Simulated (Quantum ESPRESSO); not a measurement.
# TaAs (I4_1md) in Quantum ESPRESSO: equation of state

How stiff is TaAs in PBEsol, and what volume does it want? The cell is scaled to several volumes.

Program: Quantum ESPRESSO 7.5. These are calculated values, not measurements. Logs are shortened: lines on timing, memory, paths and dates and some standing lists are left out, and cuts for length are marked.

## Step 1: The crystal as given

The structure is tetragonal, space group I4_1md (No. 109). The conventional cell has a = 3.444 Å, b = 3.444 Å, c = 11.736 Å, α = 90.00°, β = 90.00°, γ = 90.00°. Ta (site symmetry 2mm) has 6 As at 2.61 to 2.62 Å as nearest neighbours. As (site symmetry 2mm) is surrounded by 6 Ta at 2.61 to 2.62 Å.

The cell is a database's computed one.

## Step 2: Single point, PBEsol, 16.35 Å³/atom

File pw.in:

```
&CONTROL
  calculation = 'scf'
  prefix = 'pwscf'
  outdir = './tmp'
  pseudo_dir = './pseudo'
  tprnfor = .true.
  tstress = .true.
  disk_io = 'nowf'
/
&SYSTEM
  ibrav = 0
  nat = 4
  ntyp = 2
  ecutwfc = 56
  ecutrho = 448
  nbnd = 26
  occupations = 'smearing'
  smearing = 'fd'
  degauss = 0.00367493
/
&ELECTRONS
  conv_thr = 8d-10
  electron_maxstep = 120
  mixing_beta = 0.5
/
ATOMIC_SPECIES
Ta   180.9479 ta_pbesol_v1.uspp.F.UPF
As    74.9216 as_pbesol_v1.uspp.F.UPF
CELL_PARAMETERS angstrom
  -1.6866644514    1.6866644514    5.7481540155
   1.6866644514   -1.6866644514    5.7481540155
   1.6866644514    1.6866644514   -5.7481540155
ATOMIC_POSITIONS crystal
Ta     0.4999673000    0.4999673000    0.0000000000
Ta     0.2499673000    0.7499673000    0.5000000000
As     0.0826321200    0.0826321200    0.0000000000
As     0.8326321200    0.3326321200    0.5000000000
K_POINTS automatic
11 11 11 0 0 0
```

Potentials or basis: GBRV 1.5 PBEsol.

Command:

```bash
$ OMP_NUM_THREADS=1 mpirun -n 2 pw.x -nk 2 -in pw.in > pw.out
```

pw.out:

```text
This program is part of the open-source Quantum ESPRESSO suite
     for quantum simulation of materials; please cite
         "P. Giannozzi et al., J. Phys.:Condens. Matter 21 395502 (2009);
         "P. Giannozzi et al., J. Phys.:Condens. Matter 29 465901 (2017);
         "P. Giannozzi et al., J. Chem. Phys. 152 154105 (2020);
     in publications or presentations arising from this work. More details at

     Message from routine setup:
     using ibrav=0 with symmetry is DISCOURAGED, use correct ibrav instead

     K-points division:     npool     =       2
     Subspace diagonalization in iterative solution of the eigenvalue problem:
     a serial algorithm will be used

     G-vector sticks info
     --------------------
     sticks:   dense  smooth     PW     G-vecs:    dense   smooth      PW
     Sum        3499    1743    557                70749    25023    4485

     Using Slab Decomposition

     bravais-lattice index     =            0
     lattice parameter (alat)  =      11.7606  a.u.
     unit-cell volume          =     441.4102 (a.u.)^3
     number of atoms/cell      =            4
     number of atomic types    =            2
     number of electrons       =        36.00
     number of Kohn-Sham states=           26
     kinetic-energy cutoff     =      56.0000  Ry
     charge density cutoff     =     448.0000  Ry
     scf convergence threshold =      8.0E-10
     mixing beta               =       0.5000
     number of iterations used =            8  plain     mixing
     Exchange-correlation= SLA  PW   PSX  PSC
                           (   1   4  10   8   0   0   0)

     celldm(1)=  11.760558  celldm(2)=   0.000000  celldm(3)=   0.000000
     celldm(4)=   0.000000  celldm(5)=   0.000000  celldm(6)=   0.000000

     crystal axes: (cart. coord. in units of alat)
               a(1) = (  -0.271019   0.271019   0.923633 )
               a(2) = (   0.271019  -0.271019   0.923633 )
               a(3) = (   0.271019   0.271019  -0.923633 )

     reciprocal axes: (cart. coord. in units 2 pi/alat)
               b(1) = ( -0.000000  1.844890  0.541341 )
               b(2) = (  1.844890 -0.000000  0.541341 )
               b(3) = (  1.844890  1.844890  0.000000 )

     PseudoPot. # 1 for Ta read from file:
     ta_pbesol_v1.uspp.F.UPF
     Pseudo is Ultrasoft + core correction, Zval = 13.0
     Generated by new atomic code, or converted to UPF format
     Using radial grid of  921 points,  7 beta functions with:
                l(1) =   0
                l(2) =   0
                l(3) =   1
                l(4) =   1
                l(5) =   2
                l(6) =   2
                l(7) =   3
     Q(r) pseudized with  6 coefficients,  rinner =    1.300   1.300   1.300
                                                       1.300   1.300   1.300
                                                       1.300

     PseudoPot. # 2 for As read from file:
     as_pbesol_v1.uspp.F.UPF
     Pseudo is Ultrasoft + core correction, Zval =  5.0
     Generated by new atomic code, or converted to UPF format
     Using radial grid of  875 points,  6 beta functions with:
                l(1) =   0
                l(2) =   0
                l(3) =   1
                l(4) =   1
                l(5) =   2
                l(6) =   2
     Q(r) pseudized with  8 coefficients,  rinner =    1.300   1.300   1.300
                                                       1.300   1.300

     atomic species   valence    mass     pseudopotential
     Ta               13.00   180.94790     Ta( 1.00)
     As                5.00    74.92160     As( 1.00)

      8 Sym. Ops. (no inversion) found ( 4 have fractional translation)

   Cartesian axes

     site n.     atom                  positions (alat units)
         1        Ta     tau(   1) = (   0.0000000  -0.0000000   0.9235724  )
         2        Ta     tau(   2) = (   0.2710189   0.0000000   0.4617560  )
         3        As     tau(   3) = (  -0.0000000   0.0000000   0.1526435  )
         4        As     tau(   4) = (   0.0000000   0.2710189   0.6144598  )

     number of k points=   126  Fermi-Dirac smearing, width (Ry)=  0.0037

     Number of k-points >= 100: set verbosity='high' to print them.

     Dense  grid:    70749 G-vectors     FFT dimensions: (  80,  80,  80)

     Smooth grid:    25023 G-vectors     FFT dimensions: (  60,  60,  60)

     Initial potential from superposition of free atoms

     starting charge      35.9975, renormalised to      36.0000

     negative rho (up, down):  1.864E-01 0.000E+00
     Starting wfcs are   34 randomized atomic wfcs

     Self-consistent Calculation

     iteration #  1     ecut=    56.00 Ry     beta= 0.50
     Davidson diagonalization with overlap
     ethr =  1.00E-02,  avg # of iterations =  2.1

     Threshold (ethr) on eigenvalues was too large:
     Diagonalizing with lowered threshold

     Davidson diagonalization with overlap
     ethr =  1.74E-04,  avg # of iterations =  4.6

     negative rho (up, down):  1.913E-01 0.000E+00

     total energy              =    -363.62881462 Ry
     estimated scf accuracy    <       0.06737423 Ry

     iteration #  2     ecut=    56.00 Ry     beta= 0.50
     Davidson diagonalization with overlap
     ethr =  1.87E-04,  avg # of iterations =  2.0

     negative rho (up, down):  1.939E-01 0.000E+00

     total energy              =    -363.64029190 Ry
     estimated scf accuracy    <       0.01026273 Ry

     iteration #  3     ecut=    56.00 Ry     beta= 0.50
     Davidson diagonalization with overlap
     ethr =  2.85E-05,  avg # of iterations =  2.2

     negative rho (up, down):  1.966E-01 0.000E+00

     total energy              =    -363.64150777 Ry
     estimated scf accuracy    <       0.00158813 Ry

     iteration #  4     ecut=    56.00 Ry     beta= 0.50
     Davidson diagonalization with overlap
     ethr =  4.41E-06,  avg # of iterations =  3.5

     negative rho (up, down):  1.970E-01 0.000E+00

     total energy              =    -363.64155489 Ry
     estimated scf accuracy    <       0.00007080 Ry

     iteration #  5     ecut=    56.00 Ry     beta= 0.50
     Davidson diagonalization with overlap
     ethr =  1.97E-07,  avg # of iterations =  4.2

     negative rho (up, down):  1.971E-01 0.000E+00

     total energy              =    -363.64157986 Ry
     estimated scf accuracy    <       0.00000468 Ry

     iteration #  6     ecut=    56.00 Ry     beta= 0.50
     Davidson diagonalization with overlap
     ethr =  1.30E-08,  avg # of iterations =  5.0

     negative rho (up, down):  1.971E-01 0.000E+00

     total energy              =    -363.64158387 Ry
     estimated scf accuracy    <       0.00000016 Ry

     iteration #  7     ecut=    56.00 Ry     beta= 0.50
     Davidson diagonalization with overlap
     ethr =  4.33E-10,  avg # of iterations =  4.5

     negative rho (up, down):  1.971E-01 0.000E+00

     total energy              =    -363.64158396 Ry
     estimated scf accuracy    <       0.00000010 Ry

     iteration #  8     ecut=    56.00 Ry     beta= 0.50
     Davidson diagonalization with overlap
     c_bands:  1 eigenvalues not converged
     ethr =  2.82E-10,  avg # of iterations =  2.1

     negative rho (up, down):  1.971E-01 0.000E+00

     total energy              =    -363.64158399 Ry
     estimated scf accuracy    <       0.00000001 Ry

     iteration #  9     ecut=    56.00 Ry     beta= 0.50
     Davidson diagonalization with overlap
     ethr =  2.96E-11,  avg # of iterations =  2.1

     negative rho (up, down):  1.971E-01 0.000E+00

     End of self-consistent calculation

     Number of k-points >= 100: set verbosity='high' to print the bands.

     the Fermi energy is    16.0683 ev

!    total energy              =    -363.64158400 Ry
     estimated scf accuracy    <          1.3E-10 Ry
     smearing contrib. (-TS)   =      -0.00032401 Ry
     internal energy E=F+TS    =    -363.64125999 Ry

     The total energy is F=E-TS. E is the sum of the following terms:
     one-electron contribution =     -40.67057916 Ry
     hartree contribution      =      38.47767289 Ry
     xc contribution           =    -147.19724282 Ry
     ewald contribution        =    -214.25111090 Ry

     convergence has been achieved in   9 iterations

     negative rho (up, down):  1.971E-01 0.000E+00

     Forces acting on atoms (cartesian axes, Ry/au):

     atom    1 type  1   force =     0.00000000   -0.00000000    0.00216010
     atom    2 type  1   force =    -0.00000000   -0.00000000    0.00216010
     atom    3 type  2   force =    -0.00000000    0.00000000   -0.00216010
     atom    4 type  2   force =    -0.00000000    0.00000000   -0.00216010

     Total force =     0.004320     Total SCF correction =     0.000001

     Computing stress (Cartesian axis) and pressure

     negative rho (up, down):  1.971E-01 0.000E+00
          total   stress  (Ry/bohr**3)                   (kbar)     P=       95.83
   0.00071298   0.00000000   0.00000000          104.88        0.00        0.00
  -0.00000000   0.00071298   0.00000000           -0.00      104.88        0.00
   0.00000000   0.00000000   0.00052840            0.00        0.00       77.73

=------------------------------------------------------------------------------=
   JOB DONE.
=------------------------------------------------------------------------------=
```

Wall time 3.7 min (2 MPI ranks of Arm Neoverse V2, shared host); peak memory 0.78 GiB.

Results:

* Free energy: -4947.5958 eV
* Pressure: 9.6 GPa
* Largest force: 0.056 eV/Å
* Band gap on the k mesh: none (metal or under the smearing width)

## Step 3: Single point, PBEsol, 16.70 Å³/atom

Edit pw.in of step 2 so:

```diff
@@ -29,5 +29,5 @@
 CELL_PARAMETERS angstrom
-  -1.6866644514    1.6866644514    5.7481540155
-   1.6866644514   -1.6866644514    5.7481540155
-   1.6866644514    1.6866644514   -5.7481540155
+  -1.6985427614    1.6985427614    5.7886353071
+   1.6985427614   -1.6985427614    5.7886353071
+   1.6985427614    1.6985427614   -5.7886353071
 ATOMIC_POSITIONS crystal
```

Potentials or basis: GBRV 1.5 PBEsol.

Command:

```bash
$ OMP_NUM_THREADS=1 mpirun -n 2 pw.x -nk 2 -in pw.in > pw.out
```

pw.out:

```text
This program is part of the open-source Quantum ESPRESSO suite
     for quantum simulation of materials; please cite
         "P. Giannozzi et al., J. Phys.:Condens. Matter 21 395502 (2009);
         "P. Giannozzi et al., J. Phys.:Condens. Matter 29 465901 (2017);
         "P. Giannozzi et al., J. Chem. Phys. 152 154105 (2020);
     in publications or presentations arising from this work. More details at

     Message from routine setup:
     using ibrav=0 with symmetry is DISCOURAGED, use correct ibrav instead

     K-points division:     npool     =       2
     Subspace diagonalization in iterative solution of the eigenvalue problem:
     a serial algorithm will be used

     G-vector sticks info
     --------------------
     sticks:   dense  smooth     PW     G-vecs:    dense   smooth      PW
     Sum        3531    1769    561                72245    25505    4581

     Using Slab Decomposition

     bravais-lattice index     =            0
     lattice parameter (alat)  =      11.8434  a.u.
     unit-cell volume          =     450.8019 (a.u.)^3
     number of atoms/cell      =            4
     number of atomic types    =            2
     number of electrons       =        36.00
     number of Kohn-Sham states=           26
     kinetic-energy cutoff     =      56.0000  Ry
     charge density cutoff     =     448.0000  Ry
     scf convergence threshold =      8.0E-10
     mixing beta               =       0.5000
     number of iterations used =            8  plain     mixing
     Exchange-correlation= SLA  PW   PSX  PSC
                           (   1   4  10   8   0   0   0)
[... 61 lines left out ...]

     Dense  grid:    72245 G-vectors     FFT dimensions: (  80,  80,  80)

     Smooth grid:    25505 G-vectors     FFT dimensions: (  60,  60,  60)

     Initial potential from superposition of free atoms

     starting charge      35.9975, renormalised to      36.0000

     negative rho (up, down):  1.866E-01 0.000E+00
     Starting wfcs are   34 randomized atomic wfcs

     Self-consistent Calculation

     iteration #  1     ecut=    56.00 Ry     beta= 0.50
     Davidson diagonalization with overlap
     ethr =  1.00E-02,  avg # of iterations =  2.1

     Threshold (ethr) on eigenvalues was too large:
     Diagonalizing with lowered threshold

     Davidson diagonalization with overlap
     ethr =  1.87E-04,  avg # of iterations =  4.1

     negative rho (up, down):  1.915E-01 0.000E+00
[... 67 lines left out ...]
     iteration #  9     ecut=    56.00 Ry     beta= 0.50
     Davidson diagonalization with overlap
     ethr =  2.67E-11,  avg # of iterations =  2.2

     negative rho (up, down):  1.972E-01 0.000E+00

     End of self-consistent calculation

     Number of k-points >= 100: set verbosity='high' to print the bands.

     the Fermi energy is    15.6789 ev

!    total energy              =    -363.64620704 Ry
     estimated scf accuracy    <          1.4E-10 Ry
     smearing contrib. (-TS)   =      -0.00033061 Ry
     internal energy E=F+TS    =    -363.64587644 Ry

     The total energy is F=E-TS. E is the sum of the following terms:
     one-electron contribution =     -42.74935855 Ry
     hartree contribution      =      38.95142857 Ry
     xc contribution           =    -147.09514409 Ry
     ewald contribution        =    -212.75280237 Ry

     convergence has been achieved in   9 iterations

     negative rho (up, down):  1.972E-01 0.000E+00

     Forces acting on atoms (cartesian axes, Ry/au):

     atom    1 type  1   force =     0.00000000    0.00000000    0.00167500
     atom    2 type  1   force =     0.00000000   -0.00000000    0.00167500
     atom    3 type  2   force =    -0.00000000   -0.00000000   -0.00167500
     atom    4 type  2   force =     0.00000000    0.00000000   -0.00167500

     Total force =     0.003350     Total SCF correction =     0.000001

     Computing stress (Cartesian axis) and pressure

     negative rho (up, down):  1.972E-01 0.000E+00
          total   stress  (Ry/bohr**3)                   (kbar)     P=       48.61
   0.00037559   0.00000000   0.00000000           55.25        0.00        0.00
   0.00000000   0.00037559   0.00000000            0.00       55.25        0.00
   0.00000000   0.00000000   0.00024008            0.00        0.00       35.32

=------------------------------------------------------------------------------=
   JOB DONE.
=------------------------------------------------------------------------------=
```

Wall time 3.5 min (2 MPI ranks of Arm Neoverse V2, shared host); peak memory 0.78 GiB.

What came out:

- Free energy: -4947.6587 eV
- Pressure: 4.9 GPa
- Largest force: 0.043 eV/Å
- Band gap on the k mesh: none (metal or under the smearing width)

## Step 4: Single point, PBEsol, 17.05 Å³/atom

Edit pw.in of step 3 so:

```diff
@@ -29,5 +29,5 @@
 CELL_PARAMETERS angstrom
-  -1.6985427614    1.6985427614    5.7886353071
-   1.6985427614   -1.6985427614    5.7886353071
-   1.6985427614    1.6985427614   -5.7886353071
+  -1.7102572196    1.7102572196    5.8285581915
+   1.7102572196   -1.7102572196    5.8285581915
+   1.7102572196    1.7102572196   -5.8285581915
 ATOMIC_POSITIONS crystal
```

Command:

```bash
$ OMP_NUM_THREADS=1 mpirun -n 2 pw.x -nk 2 -in pw.in > pw.out
```

It took 3.6 min on 2 MPI ranks of Arm Neoverse V2, shared host; peak memory 0.82 GiB.

It converged, with:

```yaml
Free_energy: -4947.6827 eV
Pressure: 0.6 GPa
Largest_force: 0.032 eV/Å
Band_gap_on_the_k_mesh: none (metal or under the smearing width)
```

## Step 5: Single point, PBEsol, 17.40 Å³/atom

Edit pw.in of step 4 so:

```diff
@@ -29,5 +29,5 @@
 CELL_PARAMETERS angstrom
-  -1.7102572196    1.7102572196    5.8285581915
-   1.7102572196   -1.7102572196    5.8285581915
-   1.7102572196    1.7102572196   -5.8285581915
+  -1.7218133622    1.7218133622    5.8679415361
+   1.7218133622   -1.7218133622    5.8679415361
+   1.7218133622    1.7218133622   -5.8679415361
 ATOMIC_POSITIONS crystal
```

Command:

```bash
$ OMP_NUM_THREADS=1 mpirun -n 2 pw.x -nk 2 -in pw.in > pw.out
```

Run time: 3.5 min. Hardware: 2 MPI ranks of Arm Neoverse V2, shared host; peak memory 0.84 GiB.

Results (log left out):

```yaml
Free_energy: -4947.6720 eV
Pressure: -3.2 GPa
Largest_force: 0.021 eV/Å
Band_gap_on_the_k_mesh: none (metal or under the smearing width)
```

## Step 6: Single point, PBEsol, 17.74 Å³/atom

Edit pw.in of step 5 so:

```diff
@@ -29,5 +29,5 @@
 CELL_PARAMETERS angstrom
-  -1.7218133622    1.7218133622    5.8679415361
-   1.7218133622   -1.7218133622    5.8679415361
-   1.7218133622    1.7218133622   -5.8679415361
+  -1.7332164320    1.7332164320    5.9068032086
+   1.7332164320   -1.7332164320    5.9068032086
+   1.7332164320    1.7332164320   -5.9068032086
 ATOMIC_POSITIONS crystal
```

Potentials or basis: GBRV 1.5 PBEsol.

Command:

```bash
$ OMP_NUM_THREADS=1 mpirun -n 2 pw.x -nk 2 -in pw.in > pw.out
```

Wall time 3.7 min (2 MPI ranks of Arm Neoverse V2, shared host); peak memory 0.84 GiB.

Results (log left out):

| Quantity | Value |
| --- | --- |
| Free energy | -4947.6300 eV |
| Pressure | -6.6 GPa |
| Largest force | 0.012 eV/Å |
| Band gap on the k mesh | none (metal or under the smearing width) |

## Step 7: Single point, PBEsol, 18.09 Å³/atom

Edit pw.in of step 6 so:

```diff
@@ -29,5 +29,5 @@
 CELL_PARAMETERS angstrom
-  -1.7332164320    1.7332164320    5.9068032086
-   1.7332164320   -1.7332164320    5.9068032086
-   1.7332164320    1.7332164320   -5.9068032086
+  -1.7444713995    1.7444713995    5.9451601484
+   1.7444713995   -1.7444713995    5.9451601484
+   1.7444713995    1.7444713995   -5.9451601484
 ATOMIC_POSITIONS crystal
```

Command:

```bash
$ OMP_NUM_THREADS=1 mpirun -n 2 pw.x -nk 2 -in pw.in > pw.out
```

It took 3.8 min on 2 MPI ranks of Arm Neoverse V2, shared host; peak memory 0.86 GiB.

Results (log left out):

| Quantity | Value |
| --- | --- |
| Free energy | -4947.5601 eV |
| Pressure | -9.6 GPa |
| Largest force | 0.003 eV/Å |
| Band gap on the k mesh | none (metal or under the smearing width) |

## Step 8: Single point, PBEsol, 18.44 Å³/atom

Edit pw.in of step 7 so:

```diff
@@ -29,5 +29,5 @@
 CELL_PARAMETERS angstrom
-  -1.7444713995    1.7444713995    5.9451601484
-   1.7444713995   -1.7444713995    5.9451601484
-   1.7444713995    1.7444713995   -5.9451601484
+  -1.7555829819    1.7555829819    5.9830284314
+   1.7555829819   -1.7555829819    5.9830284314
+   1.7555829819    1.7555829819   -5.9830284314
 ATOMIC_POSITIONS crystal
```

Command:

```bash
$ OMP_NUM_THREADS=1 mpirun -n 2 pw.x -nk 2 -in pw.in > pw.out
```

Run time: 3.8 min. Hardware: 2 MPI ranks of Arm Neoverse V2, shared host; peak memory 0.88 GiB.

Results (log left out):

```
Free energy            : -4947.4652 eV
Pressure               : -12.3 GPa
Largest force          : 0.005 eV/Å
Band gap on the k mesh : none (metal or under the smearing width)
```

## Step 9: Equation of state, PBEsol

Potentials or basis: GBRV 1.5 PBEsol.

This step only gathers the single runs of the series.

What came out:

| Quantity | Value |
| --- | --- |
| Equilibrium volume | 17.11 Å³/atom |
| Bulk modulus at fixed shape and positions | 193 GPa |
| Pressure derivative of the bulk modulus | 4.4 |

Energy against volume, from the lowest point:
```tsv
volume (Å³/atom)	energy (meV/atom)
16.353	21.74
16.700	6.01
17.048	0.00
17.396	2.70
17.744	13.19
18.092	30.66
18.440	54.37
```

Caveat: the cell was scaled at fixed shape and fractional positions, which overstates the stiffness of a crystal with free parameters, most of all of layers and chains. The run has no spin-orbit coupling, so splittings on Ta are missing.
